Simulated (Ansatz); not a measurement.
# Ru: a line through a two-coordinate scan

Aim: follow the energy of Ru (P6_3/mmc, No. 194; 2 atoms in the cell) along one coordinate, lattice constant c, with the other held at lattice constant a (and b) = 2.539 Å.

Method: DFT PBEsol, scalar-relativistic, plane waves, PAW, in Ansatz 0.2.0.

71 further runs of the same task are left out: 71 set aside as unsound or not needed.

## (1) The starting structure

It takes space group P6_3/mmc (No. 194, hexagonal). The conventional cell has a = 2.690 Å, b = 2.690 Å, c = 4.252 Å, α = 90.00°, β = 90.00°, γ = 120.00°. Ru (site symmetry -6m2) is surrounded by 12 Ru at 2.63 to 2.69 Å.

Coordinates:

```cif
data_structure
_symmetry_space_group_name_H-M 'P6_3/mmc'
_symmetry_Int_Tables_number 194
_cell_length_a 2.6897
_cell_length_b 2.6897
_cell_length_c 4.2524
_cell_angle_alpha 90.000
_cell_angle_beta 90.000
_cell_angle_gamma 120.000
_cell_volume 26.64
loop_
_atom_site_label
_atom_site_type_symbol
_atom_site_symmetry_multiplicity
_atom_site_Wyckoff_symbol
_atom_site_fract_x
_atom_site_fract_y
_atom_site_fract_z
_atom_site_occupancy
Ru1 Ru 2 c 0.33333 0.66667 0.25000 1
```

This cell was relaxed beforehand with the same method: volume 13.32 Å³/atom, gap on the mesh none (metal).

## (2) What is varied

The energy is mapped over the lattice constants a and c of the conventional cell.

The axes are (1) lattice constant a (and b): 11 values from 2.501 to 2.878 Å; (2) lattice constant c: 11 values from 3.742 to 4.763 Å.

Nothing else is relaxed (symmetry fixes all fractional coordinates). Energies count from the relaxed crystal. Points are written as (first, second).

## (3) Grid point (2.539 Å, 3.742 Å)

Contents of input.yaml:

```yaml
crystal:
  lattice:
    - [2.5391, 0.0, 0.0]
    - [-1.26955, 2.1989251028, 0.0]
    - [0.0, 0.0, 3.7421]
  atoms:
    - { symbol: Ru, position: [0.3333333333, 0.6666666667, 0.25] }
    - { symbol: Ru, position: [0.6666666667, 0.3333333333, 0.75] }
basis:
  ecutwfc: 420
kpoints:
  mp_grid: { grid: [18, 18, 10] }
hamiltonian:
  xc: pbesol
  pseudopotentials: { kind: paw, azcp: { folder: soft_1 } }
scf:
  occupations: { method: gaussian, width: 0.15 }
output:
  forces: true
  stress: true
  eigenvalues: true
```

Started as:

```console
ansatz run input.yaml --threads 1 --pin off --max-ram 2048MiB --backend cpu --events-out ev --progress --plain --runs-dir out
```

Further runs follow: the other points of the line.

Before running it: what results should come out? Wanted: for each run, lattice constant c; energy; slope; pressure.

As calculated:

| lattice constant c (Å) | step | energy (meV/atom) | slope (meV/atom per Å) | pressure (GPa) |
| --- | --- | --- | --- | --- |
| 3.742 | 3 | 1204 | −3610 | 155 |
| 3.844 | 4 | 879 | −2778 | 127 |
| 3.946 | 5 | 633 | −2060 | 104 |
| 4.048 | 6 | 455 | −1442 | 84 |
| 4.150 | 7 | 335 | −919 | 67 |
| 4.252 | 8 | 265 | −465 | 53 |
| 4.354 | – | 237 | −88 | 42 |
| 4.457 | 9 | 244 | 212 | 32 |
| 4.559 | 10 | 279 | 447 | 23 |
| 4.661 | 11 | 333 | 618 | 17 |
| 4.763 | 12 | 403 | 728 | 11 |

Energies count from the relaxed crystal. Rows without a step come from runs not printed here or follow by symmetry. Slopes come from the forces (and the stress, where the cell changes), not from differences of energies.

What this shows: The lowest point of the line is at 4.354 Å, 237 meV/atom from the zero. A fit to energies and slopes at the lowest point and its two neighbours puts the minimum at 4.3820 Å, with a curvature of about 3100 meV/atom per Å². The highest point computed, at 3.742 Å, lies 966 meV/atom above the lowest. This is one cut through a surface in two coordinates; the map's lowest point lies off it.
